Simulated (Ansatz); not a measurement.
**BH3NPS: shift of H5 from S1 to P2, part 1 of 2**

How high is the barrier for the shift of H5 from S1 to P2? Relax the two ends, then run a nudged elastic band between them. SMILES of the start: SP1BN1.

Program: Ansatz 0.2.0. Level of theory: RKS PBE-D4/6-31G*. These are calculated values, not measurements.

## Step 1: The system as given

Bond lengths: S1–P2 2.117 Å, P2–B3 1.980 Å, P2–N4 1.758 Å, B3–N4 1.527 Å, S1–H5 1.447 Å, B3–H6 1.206 Å, N4–H7 0.999 Å. Angles: S1–P2–B3 92.9°, S1–P2–N4 95.1°, B3–P2–N4 47.8°, P2–S1–H5 92.4°, P2–B3–N4 58.5°, P2–B3–H6 151.8°, N4–B3–H6 148.1°, P2–N4–B3 73.8°, P2–N4–H7 110.3°, B3–N4–H7 111.1°.

Coordinates:

```xyz
7

S    -1.9050   -0.4285   -0.6713
P     0.1206   -0.1015   -1.1925
B     0.6114    0.4335    0.6499
N     0.7785   -1.0051    0.1648
H    -2.1494    0.9857   -0.4828
H     0.8644    1.2692    1.4816
H     1.7408   -1.2213    0.0045
```

## Step 2: End point A

The input, input.yaml:

```yaml
crystal:
  periodic: [false, false, false]
  atoms:
    - { symbol: S, position_ang: [-1.905, -0.4285, -0.6713] }
    - { symbol: P, position_ang: [0.1206, -0.1015, -1.1925] }
    - { symbol: B, position_ang: [0.6114, 0.4335, 0.6499] }
    - { symbol: "N", position_ang: [0.7785, -1.0051, 0.1648] }
    - { symbol: H, position_ang: [-2.1494, 0.9857, -0.4828] }
    - { symbol: H, position_ang: [0.8644, 1.2692, 1.4816] }
    - { symbol: H, position_ang: [1.7408, -1.2213, 0.0045] }
basis:
  gaussian: { orbitals: "6-31G*" }
hamiltonian:
  xc: pbe
  dispersion: d4
relax:
  f_tol: 0.02
  max_steps: 50
```

On the command line:

```
ansatz run input.yaml --threads 1 --pin off --max-ram 2048MiB --backend cpu --events-out ev --progress --plain --runs-dir out
```

The program printed (excerpt; [...] marks lines left out):

```text
Warning: RAYON_NUM_THREADS=1 ignored (pool sized by the plan → 1); use --threads N
[...]
Functional definition: PBE
[...]
873 factors; their error is unknown
[...]
mean field -22325.33961375 eV, -820.4410981466 hartree, gradient 3.6e-5 eV, S^2 0.000000; 0 other end points of the search recorded, 0 dependent functions left out
[...]
reference -22325.33964277 eV, -820.4410992132 hartree; 23, 23 occupied and 51, 51 virtual orbitals, 873 factors
relax step   1: F+E_penalty+E_count = -22325.52283306 eV  Δ(F+E_penalty+E_count) = +0.000e0 eV  max|allowed force component| = 2.632e0 eV/Å  Δτ_max = 0.0000 Å  (28 SCF iters, accepted)
[...]
Total energy: -22326.74944276 eV, -820.4929084071 hartree
Atom 0 at    -1.929451    -0.220629    -1.126640 Å, force     0.003347     0.002793     0.007864 eV/Å
Atom 1 at     0.218128     0.126991    -1.306449 Å, force    -0.001901    -0.000479    -0.013381 eV/Å
Atom 2 at     0.793491     0.596131     0.476009 Å, force    -0.019437     0.006831    -0.001889 eV/Å
Atom 3 at     0.996762    -0.697845     0.102109 Å, force     0.005451    -0.011527    -0.002208 eV/Å
Atom 4 at    -2.185113     0.422698     0.048126 Å, force     0.000027    -0.002083    -0.005900 eV/Å
Atom 5 at     0.901136     1.350471     1.395588 Å, force     0.010963     0.007521     0.013309 eV/Å
Atom 6 at     1.266347    -1.645817     0.365458 Å, force     0.001550    -0.003058     0.002204 eV/Å
Dipole moment:     0.304610    -0.122159     0.459144 e Å
```

Wall time 29 s (1 thread of Arm Neoverse V1, shared host); peak memory 0.16 GiB.

Step by step:

| step | energy from step 1 (eV) | largest force component (eV/Å) |
| --- | --- | --- |
| 1 | 0.0000 | 2.6325 |
| 2 | -0.5356 | 2.0510 |
| 3 | -0.7384 | 2.2592 |
| 4 | -1.0156 | 0.9483 |
| 5 | -1.1307 | 0.5773 |
| 6 | -1.1457 | 1.2944 |
| 7 | -1.2088 | 0.3051 |
| 8x | -1.2057 | 0.4943 |
| 9 | -1.2247 | 0.0571 |
| 10 | -1.2265 | 0.0371 |
| 11 | -1.2266 | 0.0194 |

Step 1 is the start. 1 step was tried and not accepted (marked x).

After: Bond lengths: S1–P2 2.183 Å, P2–B3 1.931 Å, P2–N4 1.808 Å, B3–N4 1.362 Å, S1–H5 1.364 Å, B3–H6 1.194 Å, N4–H7 1.020 Å. Angles: S1–P2–B3 104.8°, S1–P2–N4 106.7°, B3–P2–N4 42.6°, P2–S1–H5 100.4°, P2–B3–N4 63.9°, P2–B3–H6 153.0°, N4–B3–H6 142.9°, P2–N4–B3 73.5°, P2–N4–H7 137.6°, B3–N4–H7 148.4°.

## Step 3: Relaxing end B

The second end starts from a geometry with the move made by hand.

Edit input.yaml of step 2 so:

```diff
@@ -7,3 +7,3 @@
     - { symbol: "N", position_ang: [0.7785, -1.0051, 0.1648] }
-    - { symbol: H, position_ang: [-2.1494, 0.9857, -0.4828] }
+    - { symbol: H, position_ang: [-0.26936, 0.48826, -2.40085] }
     - { symbol: H, position_ang: [0.8644, 1.2692, 1.4816] }
@@ -18 +18,3 @@
   max_steps: 50
+output:
+  orbitals: {}
```

On the command line:

```
ansatz run input.yaml --threads 1 --pin off --max-ram 2048MiB --backend cpu --events-out ev --progress --plain --runs-dir out
```

The program printed (excerpt; [...] marks lines left out):

```text
Warning: RAYON_NUM_THREADS=1 ignored (pool sized by the plan → 1); use --threads N
[...]
Functional definition: PBE
[...]
873 factors; their error is unknown
[...]
mean field -22322.96914262 eV, -820.3539849393 hartree, gradient 3.9e-5 eV, S^2 0.000000; 2 other end points of the search recorded, 0 dependent functions left out
[...]
reference -22322.96917137 eV, -820.3539859960 hartree; 23, 23 occupied and 51, 51 virtual orbitals, 873 factors
[...]
Atom 2 at     0.739961     0.572566     0.564650 Å, force     0.000489     0.003796     0.004791 eV/Å
Atom 3 at     1.014794    -0.625093    -0.065236 Å, force    -0.002088    -0.010437    -0.018870 eV/Å
Atom 4 at     0.119545     0.427409    -2.152731 Å, force    -0.001171    -0.000180     0.006124 eV/Å
Atom 5 at     1.076045     1.246384     1.491838 Å, force     0.000710    -0.002711     0.001944 eV/Å
Atom 6 at     1.559655    -1.490733    -0.008234 Å, force     0.005399     0.004076     0.014499 eV/Å
Dipole moment:     0.877035     0.054232     0.092165 e Å
```

Run time: 32 s. Hardware: 1 thread of Arm Neoverse V1, shared host; peak memory 0.16 GiB.

Step by step:

```csv
step,energy from step 1 (eV),largest force component (eV/Å)
1,0.0000,3.3017
2,-1.0838,3.2735
3,-1.8952,1.9408
4,-2.5162,2.0823
5,-2.9981,4.0679
6,-3.2745,0.9404
7,-3.3318,0.6340
8x,-3.3223,1.0939
9,-3.3547,0.4984
10,-3.3982,0.0733
11,-3.3999,0.0473
12,-3.4003,0.0189
```

Step 1 is the start. 1 step was tried and not accepted (marked x).

After: Bond lengths: S1–P2 1.954 Å, P2–B3 1.904 Å, P2–N4 1.772 Å, B3–N4 1.381 Å, P2–H5 1.427 Å, B3–H6 1.194 Å, N4–H7 1.024 Å. Angles: S1–P2–B3 132.3°, S1–P2–N4 124.5°, S1–P2–H5 114.6°, B3–P2–N4 43.9°, B3–P2–H5 113.1°, N4–P2–H5 102.5°, P2–B3–N4 62.9°, P2–B3–H6 154.7°, N4–B3–H6 141.9°, P2–N4–B3 73.1°, P2–N4–H7 141.4°, B3–N4–H7 144.4°.

## Step 4: The band

crystal.atoms is end A as relaxed above, and neb.final_atoms is end B, turned to lie on A. With 5 inner images the band has 7 in all. The start path is listed, through a guess of the saddle.

The input, input.yaml:

```yaml
crystal:
  periodic: [false, false, false]
  atoms:
    - { symbol: S, position_ang: [-1.929451, -0.220629, -1.12664] }
    - { symbol: P, position_ang: [0.218128, 0.126991, -1.306449] }
    - { symbol: B, position_ang: [0.793491, 0.596131, 0.476009] }
    - { symbol: "N", position_ang: [0.996762, -0.697845, 0.102109] }
    - { symbol: H, position_ang: [-2.185113, 0.422698, 0.048126] }
    - { symbol: H, position_ang: [0.901136, 1.350471, 1.395588] }
    - { symbol: H, position_ang: [1.266347, -1.645817, 0.365458] }
basis:
  gaussian: { orbitals: "6-31G*" }
hamiltonian:
  xc: pbe
  dispersion: d4
neb:
  order_check: false
  images: 5
  f_tol: 0.03
  max_iterations: 60
  final_atoms:
    - { symbol: S, position_ang: [-2.503041, -0.71987841, -0.20939491] }
    - { symbol: P, position_ang: [-0.77382589, 0.15808629, -0.44716421] }
    - { symbol: B, position_ang: [0.6161734, 0.60182792, 0.77595671] }
    - { symbol: "N", position_ang: [0.78207186, -0.54580812, 0.02623286] }
    - { symbol: H, position_ang: [-0.51576015, 0.61050423, -1.77527774] }
    - { symbol: H, position_ang: [1.1149961, 1.22513473, 1.6643965] }
    - { symbol: H, position_ang: [1.34068569, -1.39786665, -0.08054821] }
  initial_path:
    images:
      - { positions_ang: [[-1.929451, -0.220629, -1.12664], [0.218128, 0.126991, -1.306449], [0.793491, 0.596131, 0.476009], [0.996762, -0.697845, 0.102109], [-2.185113, 0.422698, 0.048126], [0.901136, 1.350471, 1.395588], [1.266347, -1.645817, 0.365458]] }
      - { positions_ang: [[-1.97758279, -0.30745573, -0.83280908], [0.09259368, 0.06941178, -1.21587697], [0.71946197, 0.54480342, 0.56410985], [0.90526077, -0.78815426, 0.12647029], [-1.97947442, 0.56999435, -0.3394213], [0.90378399, 1.31931027, 1.45125458], [1.39725681, -1.47590984, 0.20047363]] }
      - { positions_ang: [[-2.02571459, -0.39428247, -0.53897815], [-0.03294064, 0.01183257, -1.12530493], [0.64543293, 0.49347584, 0.6522107], [0.81375954, -0.87846352, 0.15083157], [-1.77383584, 0.7172907, -0.72696861], [0.90643198, 1.28814954, 1.50692116], [1.52816661, -1.30600267, 0.03548926]] }
      - { positions_ang: [[-2.07384638, -0.4811092, -0.24514723], [-0.15847496, -0.04574665, -1.0347329], [0.5714039, 0.44214827, 0.74031155], [0.72225831, -0.96877277, 0.17519286], [-1.56819726, 0.86458705, -1.11451591], [0.90907997, 1.25698881, 1.56258775], [1.65907642, -1.13609551, -0.12949512]] }
      - { positions_ang: [[-2.21691126, -0.56069894, -0.23322979], [-0.36359193, 0.02219767, -0.83887667], [0.58632706, 0.49537482, 0.75219327], [0.74219616, -0.82778456, 0.12553952], [-1.21738489, 0.77989278, -1.33476985], [0.97771868, 1.24637078, 1.596524], [1.55294618, -1.22335255, -0.11317948]] }
      - { positions_ang: [[-2.35997613, -0.64028867, -0.22131235], [-0.56870891, 0.09014198, -0.64302044], [0.60125023, 0.54860137, 0.76407499], [0.76213401, -0.68679634, 0.07588619], [-0.86657252, 0.69519851, -1.5550238], [1.04635739, 1.23575276, 1.63046025], [1.44681594, -1.3106096, -0.09686385]] }
      - { positions_ang: [[-2.503041, -0.71987841, -0.20939491], [-0.77382589, 0.15808629, -0.44716421], [0.6161734, 0.60182792, 0.77595671], [0.78207186, -0.54580812, 0.02623286], [-0.51576015, 0.61050423, -1.77527774], [1.1149961, 1.22513473, 1.6643965], [1.34068569, -1.39786665, -0.08054821]] }
```

On the command line:

```
ansatz run input.yaml --threads 1 --pin off --max-ram 2048MiB --backend cpu --events-out ev --progress --plain --runs-dir out
```

The program printed (excerpt; [...] marks lines left out):

```text
Warning: RAYON_NUM_THREADS=1 ignored (pool sized by the plan → 1); use --threads N
[...]
Functional definition: PBE
[...]
873 factors; their error is unknown
[...]
mean field -22326.57205220 eV, -820.4863894241 hartree, gradient 2.6e-5 eV, S^2 0.000000; 0 other end points of the search recorded, 0 dependent functions left out
[...]
reference -22326.57208094 eV, -820.4863904803 hartree; 23, 23 occupied and 51, 51 virtual orbitals, 873 factors
873 factors; their error is unknown
[...]
Atom 3 at     0.869719    -0.432319    -0.027811 Å, force     0.002041     0.005281     0.002855 eV/Å
Atom 4 at    -1.286670     0.065743    -1.752723 Å, force    -0.003396     0.003463     0.010023 eV/Å
Atom 5 at     1.295554     0.996969     1.909488 Å, force    -0.013686     0.011562    -0.001767 eV/Å
Atom 6 at     1.309774    -1.333147    -0.236466 Å, force    -0.000131    -0.002819    -0.002379 eV/Å
Dipole moment:     0.792642    -0.073045     0.012435 e Å
this run last wrote the band of iteration 16 to <dir>
```

Run time: 2.8 min. Hardware: 1 thread of Arm Neoverse V1, shared host; peak memory 0.25 GiB.

## Step 5: What the band shows

Images 0 and 6 are the ends. Energies count from image 0; the path length is the program's own measure over all atoms.

| image | path (Å) | energy (eV) | H5–S1 (Å) | H5–P2 (Å) | band force (eV/Å) |
| --- | --- | --- | --- | --- | --- |
| 0 | 0.000 | 0.0000 | 1.36 | 2.77 | - |
| 1 | 1.047 | 0.1290 | 1.36 | 2.71 | 0.007 |
| 2 | 2.095 | 0.0619 | 1.36 | 2.69 | 0.007 |
| 3 | 3.142 | 0.1000 | 1.36 | 2.41 | 0.026 |
| 4* | 4.190 | 1.9368 | 1.86 | 1.52 | 0.019 |
| 5 | 4.803 | 0.7788 | 2.47 | 1.42 | 0.012 |
| 6 | 5.415 | 0.1952 | 2.86 | 1.43 | - |

The star marks the climbing image.

image, energy (eV) and a bar:
```
        0      0.000 
        1      0.129 ##
        2      0.062 #
        3      0.100 ##
        4      1.937 ##############################
        5      0.779 ############
        6      0.195 ###
```

How the highest energy settled:

```csv
iteration,highest image above image 0 (eV),largest band force (eV/Å)
1,4.2805,22.616
3,2.4644,3.059
5,2.1234,0.506
7,2.1261,1.485
9,2.0122,0.425
11,1.9670,0.259
13,1.9412,0.122
15,1.9371,0.044
16,1.9368,0.026
```

Positions of all images (Å):

```xyz
7
image=0 dE=0.0000
S    -1.929   -0.221   -1.127
P     0.218    0.127   -1.306
B     0.793    0.596    0.476
N     0.997   -0.698    0.102
H    -2.185    0.423    0.048
H     0.901    1.350    1.396
H     1.266   -1.646    0.365
7
image=1 dE=0.1290
S    -1.977   -0.475   -0.676
P     0.100    0.141   -1.167
B     0.836    0.548    0.590
N     1.079   -0.690    0.086
H    -2.469    0.792   -0.617
H     1.041    1.248    1.534
H     1.451   -1.632    0.204
7
image=2 dE=0.0619
S    -1.958   -0.162   -0.274
P     0.057    0.356   -1.006
B     0.959    0.544    0.680
N     1.067   -0.669    0.052
H    -2.620    0.408   -1.316
H     1.225    1.111    1.695
H     1.330   -1.654    0.124
7
image=3 dE=0.1000
S    -2.163   -0.030   -0.346
P    -0.143    0.695   -0.692
B     0.910    0.520    0.911
N     0.941   -0.532    0.044
H    -2.151   -0.180   -1.696
H     1.399    0.928    1.918
H     1.267   -1.470   -0.185
7
image=4 dE=1.9368
S    -2.375   -0.469   -0.338
P    -0.567    0.538   -0.505
B     0.815    0.566    0.905
N     0.870   -0.432   -0.028
H    -1.287    0.066   -1.753
H     1.296    0.997    1.909
H     1.310   -1.333   -0.236
7
image=5 dE=0.7788
S    -2.451   -0.605   -0.214
P    -0.729    0.303   -0.458
B     0.713    0.612    0.847
N     0.855   -0.423   -0.053
H    -0.859    0.313   -1.869
H     1.161    1.031    1.886
H     1.371   -1.300   -0.184
7
image=6 dE=0.1952
S    -2.503   -0.720   -0.209
P    -0.774    0.158   -0.447
B     0.616    0.602    0.776
N     0.782   -0.546    0.026
H    -0.516    0.611   -1.775
H     1.115    1.225    1.664
H     1.341   -1.398   -0.081
```

## Step 6: Frequencies at the highest image

The geometry is the highest inner image of the first converged band.

The input, input.yaml:

```yaml
crystal:
  periodic: [false, false, false]
  atoms:
    - { symbol: S, position_ang: [-2.37511, -0.469309, -0.337697] }
    - { symbol: P, position_ang: [-0.567065, 0.538081, -0.505488] }
    - { symbol: B, position_ang: [0.815098, 0.565982, 0.904898] }
    - { symbol: "N", position_ang: [0.869719, -0.432319, -0.027811] }
    - { symbol: H, position_ang: [-1.28667, 0.065743, -1.752723] }
    - { symbol: H, position_ang: [1.295554, 0.996969, 1.909488] }
    - { symbol: H, position_ang: [1.309774, -1.333147, -0.236466] }
basis:
  gaussian: { orbitals: "6-31G*" }
hamiltonian:
  xc: pbe
  dispersion: d4
phonons: {}
```

On the command line:

```
ansatz run input.yaml --threads 1 --pin off --max-ram 2048MiB --backend cpu --events-out ev --progress --plain --runs-dir out
```

The program printed (excerpt; [...] marks lines left out):

```text
Warning: RAYON_NUM_THREADS=1 ignored (pool sized by the plan → 1); use --threads N
[...]
Functional definition: PBE
[...]
873 factors; their error is unknown
[...]
mean field -22324.63787086 eV, -820.4153095710 hartree, gradient 4.2e-5 eV, S^2 0.000000; 0 other end points of the search recorded, 0 dependent functions left out
[...]
reference -22324.63790013 eV, -820.4153106466 hartree; 23, 23 occupied and 51, 51 virtual orbitals, 873 factors
[...]
873 factors; their error is unknown
mean field -22324.63777064 eV, -820.4153058881 hartree, gradient 8.4e-7 eV, S^2 0.000000; 0 other end points of the search recorded, 0 dependent functions left out
[...]
reference -22324.63779990 eV, -820.4153069635 hartree; 23, 23 occupied and 51, 51 virtual orbitals, 873 factors
[...]
873 factors; their error is unknown
mean field -22324.63768072 eV, -820.4153025837 hartree, gradient 2.4e-6 eV, S^2 0.000000; 0 other end points of the search recorded, 0 dependent functions left out
[...]
```

## Step 7: The output, continued: vibrations at the highest image of the band

Output, continued (excerpt; [...] marks lines left out):

```text
reference -22324.63770998 eV, -820.4153036587 hartree; 23, 23 occupied and 51, 51 virtual orbitals, 873 factors
[...]
873 factors; their error is unknown
mean field -22324.63765939 eV, -820.4153017996 hartree, gradient 2.2e-6 eV, S^2 0.000000; 0 other end points of the search recorded, 0 dependent functions left out
[...]
reference -22324.63768867 eV, -820.4153028759 hartree; 23, 23 occupied and 51, 51 virtual orbitals, 873 factors
[...]
873 factors; their error is unknown
[...]
WARN: phonons: modes at or below zero, which the zero-point energy, F, S and C_V leave out: 1, the lowest at -1146.91 cm⁻¹. A minimum has none, and a first-order saddle one
[...]
Atom 3 at     0.869719    -0.432319    -0.027811 Å, force     0.002076     0.004970     0.002765 eV/Å
Atom 4 at    -1.286670     0.065743    -1.752723 Å, force    -0.003377     0.003477     0.009993 eV/Å
Atom 5 at     1.295554     0.996969     1.909488 Å, force    -0.013699     0.011514    -0.001776 eV/Å
Atom 6 at     1.309774    -1.333147    -0.236466 Å, force    -0.000183    -0.002818    -0.002368 eV/Å
Dipole moment:     0.792639    -0.073045     0.012437 e Å
Vibrations: -1146.91 200.51 220.43 338.05 486.12 523.76 565.62 624.10 748.17 791.36 932.25 1382.72 1943.82 2709.59 3453.30 cm⁻¹, zero-point energy 0.924910 eV
```

Wall time 56 s (1 thread of Arm Neoverse V1, shared host); peak memory 0.25 GiB.

Of 15 modes, 1 is imaginary by more than 30 cm⁻¹ (1147i cm⁻¹).

## Step 8: The band again, with other settings

crystal.atoms is end A as relaxed above, and neb.final_atoms is end B, turned to lie on A. With 5 inner images the band has 7 in all. The start path is listed, through a guess of the saddle.

The input, input.yaml:

```yaml
crystal:
  periodic: [false, false, false]
  atoms:
    - { symbol: S, position_ang: [-1.929451, -0.220629, -1.12664] }
    - { symbol: P, position_ang: [0.218128, 0.126991, -1.306449] }
    - { symbol: B, position_ang: [0.793491, 0.596131, 0.476009] }
    - { symbol: "N", position_ang: [0.996762, -0.697845, 0.102109] }
    - { symbol: H, position_ang: [-2.185113, 0.422698, 0.048126] }
    - { symbol: H, position_ang: [0.901136, 1.350471, 1.395588] }
    - { symbol: H, position_ang: [1.266347, -1.645817, 0.365458] }
basis:
  gaussian: { orbitals: "6-31G*" }
hamiltonian:
  xc: pbe
  dispersion: d4
neb:
  order_check: false
  images: 5
  f_tol: 0.5
  max_iterations: 60
  final_atoms:
    - { symbol: S, position_ang: [-2.503041, -0.71987841, -0.20939491] }
    - { symbol: P, position_ang: [-0.77382589, 0.15808629, -0.44716421] }
    - { symbol: B, position_ang: [0.6161734, 0.60182792, 0.77595671] }
    - { symbol: "N", position_ang: [0.78207186, -0.54580812, 0.02623286] }
    - { symbol: H, position_ang: [-0.51576015, 0.61050423, -1.77527774] }
    - { symbol: H, position_ang: [1.1149961, 1.22513473, 1.6643965] }
    - { symbol: H, position_ang: [1.34068569, -1.39786665, -0.08054821] }
  initial_path:
    images:
      - { positions_ang: [[-1.929451, -0.220629, -1.12664], [0.218128, 0.126991, -1.306449], [0.793491, 0.596131, 0.476009], [0.996762, -0.697845, 0.102109], [-2.185113, 0.422698, 0.048126], [0.901136, 1.350471, 1.395588], [1.266347, -1.645817, 0.365458]] }
      - { positions_ang: [[-1.97758279, -0.30745573, -0.83280908], [0.09259368, 0.06941178, -1.21587697], [0.71946197, 0.54480342, 0.56410985], [0.90526077, -0.78815426, 0.12647029], [-1.97947442, 0.56999435, -0.3394213], [0.90378399, 1.31931027, 1.45125458], [1.39725681, -1.47590984, 0.20047363]] }
      - { positions_ang: [[-2.02571459, -0.39428247, -0.53897815], [-0.03294064, 0.01183257, -1.12530493], [0.64543293, 0.49347584, 0.6522107], [0.81375954, -0.87846352, 0.15083157], [-1.77383584, 0.7172907, -0.72696861], [0.90643198, 1.28814954, 1.50692116], [1.52816661, -1.30600267, 0.03548926]] }
      - { positions_ang: [[-2.07384638, -0.4811092, -0.24514723], [-0.15847496, -0.04574665, -1.0347329], [0.5714039, 0.44214827, 0.74031155], [0.72225831, -0.96877277, 0.17519286], [-1.56819726, 0.86458705, -1.11451591], [0.90907997, 1.25698881, 1.56258775], [1.65907642, -1.13609551, -0.12949512]] }
      - { positions_ang: [[-2.21691126, -0.56069894, -0.23322979], [-0.36359193, 0.02219767, -0.83887667], [0.58632706, 0.49537482, 0.75219327], [0.74219616, -0.82778456, 0.12553952], [-1.21738489, 0.77989278, -1.33476985], [0.97771868, 1.24637078, 1.596524], [1.55294618, -1.22335255, -0.11317948]] }
      - { positions_ang: [[-2.35997613, -0.64028867, -0.22131235], [-0.56870891, 0.09014198, -0.64302044], [0.60125023, 0.54860137, 0.76407499], [0.76213401, -0.68679634, 0.07588619], [-0.86657252, 0.69519851, -1.5550238], [1.04635739, 1.23575276, 1.63046025], [1.44681594, -1.3106096, -0.09686385]] }
      - { positions_ang: [[-2.503041, -0.71987841, -0.20939491], [-0.77382589, 0.15808629, -0.44716421], [0.6161734, 0.60182792, 0.77595671], [0.78207186, -0.54580812, 0.02623286], [-0.51576015, 0.61050423, -1.77527774], [1.1149961, 1.22513473, 1.6643965], [1.34068569, -1.39786665, -0.08054821]] }
```

On the command line:

```
ansatz run input.yaml --threads 1 --pin off --max-ram 2048MiB --backend cpu --events-out ev --progress --plain --runs-dir out
```

The program printed (excerpt; [...] marks lines left out):

```text
Warning: RAYON_NUM_THREADS=1 ignored (pool sized by the plan → 1); use --threads N
[...]
Functional definition: PBE
[...]
873 factors; their error is unknown
[...]
mean field -22326.57205220 eV, -820.4863894241 hartree, gradient 2.6e-5 eV, S^2 0.000000; 0 other end points of the search recorded, 0 dependent functions left out
[...]
reference -22326.57208094 eV, -820.4863904803 hartree; 23, 23 occupied and 51, 51 virtual orbitals, 873 factors
873 factors; their error is unknown
[...]
Atom 3 at     0.958793    -0.530320    -0.004879 Å, force    -0.040944     0.300101     0.279655 eV/Å
Atom 4 at    -1.524987     0.430626    -1.712986 Å, force    -0.018309    -0.140768    -0.007588 eV/Å
Atom 5 at     1.202970     1.065125     1.836437 Å, force     0.032407    -0.022232    -0.022275 eV/Å
Atom 6 at     1.466404    -1.414274    -0.060491 Å, force     0.033476    -0.160129    -0.135151 eV/Å
Dipole moment:     0.738718    -0.033078     0.014233 e Å
this run last wrote the band of iteration 8 to <dir>
```

It took 92 s on 1 thread of Arm Neoverse V1, shared host; peak memory 0.25 GiB.

(Continued in part 2 of 2.)
